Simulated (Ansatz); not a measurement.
BaCuSO:

```
Ba Cu S O
1.0
     1.98668   -6.35952    0.00000
     1.98668    6.35952    0.00000
     0.00000    0.00000    6.14363
Ba Cu S O
2 2 2 2
Direct
  0.10369 0.89631 0.25000
  0.89631 0.10369 0.75000
  0.60299 0.39700 0.75000
  0.39700 0.60299 0.25000
  0.18370 0.81630 0.75000
  0.81630 0.18370 0.25000
  0.50000 0.50000 0.00000
  0.50000 0.50000 0.50000
```

The cell comes from a database or a generator and needn't be the stable form of this composition.

| Quantity | Value |
| --- | --- |
| Program | Ansatz 0.2.0 |
| Task | single point |
| Functional | PBE |
| Potentials or basis | Ansatz PAW |
| Cutoff | 420 eV (not typed: the program's choice for these potentials) |
| k mesh | 7 × 7 × 5 |
| Occupations | fermi-dirac, width 0.05 eV |
| Spin | no spin polarisation |

On this cell: pressure -0.4 GPa; largest force 0.097 eV/Å; band gap on the k mesh none (metal or under the smearing width).

The same run follows on a disturbed copy (atoms moved at random, drawn with an rms of 0.05 Å):

```xyz
8
Lattice="1.9867 -6.3595 0.0000 1.9867 6.3595 0.0000 0.0000 0.0000 6.1436" Properties=species:S:1:pos:R:3 pbc="T T T"
Ba    2.0485    5.0370    1.5402
Ba    1.9543   -5.0323    4.6055
Cu    2.0058   -1.3144    4.5970
Cu    1.9778    1.2972    1.5745
S     2.0010    4.0028    4.5949
S     1.9995   -4.0280    1.5705
O     2.0183   -0.0023    0.0006
O     2.0492    0.0429    3.1184
```

Task: What changes?

Result: The energy (extrapolated to zero smearing) moves by +2.8 meV/atom; pressure -0.4 GPa; largest force 0.250 eV/Å; band gap on the k mesh none (metal or under the smearing width).

Forces in eV/Å, atoms in the order of the input:
```
Ba  -0.087  0.043 -0.087
Ba   0.148 -0.022  0.169
Cu  -0.058  0.058  0.114
Cu   0.197  0.029 -0.151
S    0.052  0.004  0.046
S   -0.111  0.098 -0.121
O   -0.041 -0.040  0.134
O   -0.100 -0.171 -0.104
```

Stress tensor (GPa, compression positive):
```
-0.56  0.03  0.04
 0.03 -0.31 -0.24
 0.04 -0.24 -0.45
```

Caveats: the run has no spin polarisation, though such a crystal can be magnetic; semilocal functionals often make such compounds metallic where correlation or magnetic order opens a gap, which also shifts bond lengths.
